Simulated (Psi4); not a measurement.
# wB97X-D/def2-TZVPD (density fitting, core potential, sweep point 8) run of C2H3In (SMILES C#[C][InH2])

What is the vertical electron affinity of C2H3In at wB97X-D/def2-TZVPD (density fitting, core potential, sweep point 8)? 

Program for the calculation: Psi4 1.11.

4 further runs of the same task are left out: 4 set aside as unsound or not needed.

## 1. The molecule

C2H3In has 6 atoms, charge 0, and is taken as a singlet. As SMILES, `C#[C][InH2]`. Geometry: relaxed at PBE0-D4/def2-TZVP.

Bond lengths: C1–C2 1.210 Å, C2–In3 2.097 Å, C1–H4 1.067 Å, In3–H5 1.713 Å, In3–H6 1.713 Å. Angles: C1–C2–In3 180.0°, C2–C1–H4 180.0°, C2–In3–H5 117.0°, C2–In3–H6 117.0°, H5–In3–H6 126.0°.

## 2. A single-point energy at wB97X-D/def2-TZVPD (density fitting, core potential, sweep point 8)

The input, input.dat:

```
memory 1.6 GB

molecule geom {
  0 1
  C     -0.35262289    -3.64339197     0.02853486
  C     -0.13303672    -1.36702788     0.01114938
  In     0.24925488     2.57739746    -0.02003110
  H     -0.54613085    -5.64952522     0.04403062
  H      1.27273054     3.93346493    -2.77562973
  H     -0.49019496     4.14889371     2.71175699
  units au
  symmetry c1
}

set basis def2-TZVPD
set puream true
set scf_type df
set dft_radial_points 250
set dft_spherical_points 1202

energy("wb97x-d")
print_variables()
```

On the command line:

```console
psi4 -i input.dat -o output.dat -n 1
```

output.dat:

```text
[...]
    !!!  WARNING: ECP capability is in beta. Please check occupations closely.  !!!
[...]
  Running in c1 symmetry.
[...]
  Nuclear repulsion =   91.358346432264852
[...]
  Multiplicity = 1
[...]
  Nalpha       = 18
  Nbeta        = 18
[...]
    Number of basis functions: 157
[...]
   @DF-RKS iter   1:  -267.82164277963301   -1.35266e+00   4.98151e-03 ADIIS/DIIS
[...]
   @DF-RKS iter   8:  -268.11300321702055   -1.39515e-07   6.44297e-07 DIIS
[...]
    Orbital Energies [Eh]
    ---------------------
    Doubly Occupied:
       1A    -10.281167     2A    -10.274154     3A     -4.792336
       4A     -3.198685     5A     -3.185162     6A     -3.184493
       7A     -0.875657     8A     -0.866649     9A     -0.865581
      10A     -0.864273    11A     -0.860932    12A     -0.829268
      13A     -0.625378    14A     -0.539522    15A     -0.413438
      16A     -0.393587    17A     -0.367013    18A     -0.353923
[...]
  @DF-RKS Final Energy:  -268.11300321702055
   => Energetics <=
    Nuclear Repulsion Energy =             91.3583464322648524
    One-Electron Energy =                -620.3681421457065426
    Two-Electron Energy =                 280.4654580714459939
    DFT Exchange-Correlation Energy =     -19.5676078922649381
    Empirical Dispersion Energy =          -0.0010576827599085
    VV10 Nonlocal Energy =                  0.0000000000000000
    Total Energy =                       -268.1130032170205482
[...]
 Multipole Moments:
 ------------------------------------------------------------------------------------
     Multipole            Electronic (a.u.)      Nuclear  (a.u.)        Total (a.u.)
 ------------------------------------------------------------------------------------
 L = 1.  Multiply by 2.5417464519 to convert [e a0] to [Debye]
 Dipole X            :          3.3020948           -3.2900290            0.0120658
 Dipole Y            :         34.1180768          -33.9949525            0.1231242
 Dipole Z            :         -0.2665590            0.2657071           -0.0008519
 Magnitude           :                                                    0.1237169
[...]
```

It took 74 s on 1 thread of Intel Xeon Platinum 8488C (Sapphire Rapids), shared host; peak memory 1.5 GiB.

## 3. The doublet anion

The input, input.dat:

```
memory 1.6 GB

molecule {
  -1 2
  C     -0.35262289    -3.64339197     0.02853486
  C     -0.13303672    -1.36702788     0.01114938
  In     0.24925488     2.57739746    -0.02003110
  H     -0.54613085    -5.64952522     0.04403062
  H      1.27273054     3.93346493    -2.77562973
  H     -0.49019496     4.14889371     2.71175699
  units bohr
  symmetry c1
}

set globals {
  basis def2-TZVPD
  reference uks
  puream true
  scf_type df
  dft_radial_points 250
  dft_spherical_points 1202
  maxiter 150
}

e_tot, wfn = energy("wb97x-d", return_wfn=True)
print_variables()
```

On the command line:

```console
psi4 -i input.dat -o output.dat -n 1
```

output.dat:

```text
[...]
    !!!  WARNING: ECP capability is in beta. Please check occupations closely.  !!!
[...]
  Running in c1 symmetry.
[...]
  Nuclear repulsion =   91.358346432264852
[...]
  Multiplicity = 2
[...]
  Nalpha       = 19
  Nbeta        = 18
[...]
    Number of basis functions: 157
[...]
   @DF-UKS iter   1:  -267.64412716630102   -1.17515e+00   5.83086e-03 ADIIS/DIIS
[...]
   @DF-UKS iter  12:  -268.12403877548593   -1.12321e-07   4.15442e-07 DIIS
[...]
   @S^2 Observed:                7.535167102E-01
[...]
    Orbital Energies [Eh]
    ---------------------
    Alpha Occupied:
       1A    -10.111408     2A    -10.105277     3A     -4.575247
       4A     -2.975934     5A     -2.970660     6A     -2.970137
       7A     -0.676007     8A     -0.651548     9A     -0.649271
      10A     -0.646489    11A     -0.646311    12A     -0.644987
      13A     -0.465913    14A     -0.352325    15A     -0.227267
      16A     -0.213856    17A     -0.205831    18A     -0.179561
      19A     -0.005081
    Alpha Virtual:
      20A      0.141933    21A      0.188892    22A      0.200418
      23A      0.205781    24A      0.215901    25A      0.218646
[...]
  @DF-UKS Final Energy:  -268.12403877548593
   => Energetics <=
    Nuclear Repulsion Energy =             91.3583464322648524
    One-Electron Energy =                -627.3990195499675337
    Two-Electron Energy =                 287.5489989285690058
    DFT Exchange-Correlation Energy =     -19.6313069035923817
    Empirical Dispersion Energy =          -0.0010576827599085
    VV10 Nonlocal Energy =                  0.0000000000000000
    Total Energy =                       -268.1240387754859285
[...]
 Multipole Moments:
 ------------------------------------------------------------------------------------
     Multipole            Electronic (a.u.)      Nuclear  (a.u.)        Total (a.u.)
 ------------------------------------------------------------------------------------
 L = 1.  Multiply by 2.5417464519 to convert [e a0] to [Debye]
 Dipole X            :          3.2709842           -3.2900290           -0.0190448
 Dipole Y            :         33.7959413          -33.9949525           -0.1990112
 Dipole Z            :         -0.2639711            0.2657071            0.0017360
 Magnitude           :                                                    0.1999280
[...]
```

Wall time 2.5 min (1 thread of Intel Xeon Platinum 8488C (Sapphire Rapids), shared host); peak memory 1.5 GiB.

## 4. Results

Level: wB97X-D/def2-TZVPD (density fitting, core potential, sweep point 8).

```
                                         quantity          value
                     singlet C2H3In: total energy  -268.11300 Eh
                    singlet C2H3In: dipole moment         0.31 D
                      singlet C2H3In: HOMO energy       -9.63 eV
                      singlet C2H3In: LUMO energy       -0.43 eV
                    singlet C2H3In: HOMO–LUMO gap        9.20 eV
                singlet C2H3In: dispersion energy   -2.78 kJ/mol
                      doublet anion: total energy  -268.12404 Eh
doublet anion: HOMO energy (highest over α and β)       -0.14 eV
 doublet anion: LUMO energy (lowest over α and β)        3.86 eV
                 doublet anion: dispersion energy   -2.78 kJ/mol
                              doublet anion: ⟨S²⟩          0.754
vertical electron affinity (to the doublet anion)       0.300 eV
```

In words: At fixed nuclei the extra electron is bound by 0.30 eV (29.0 kJ/mol).
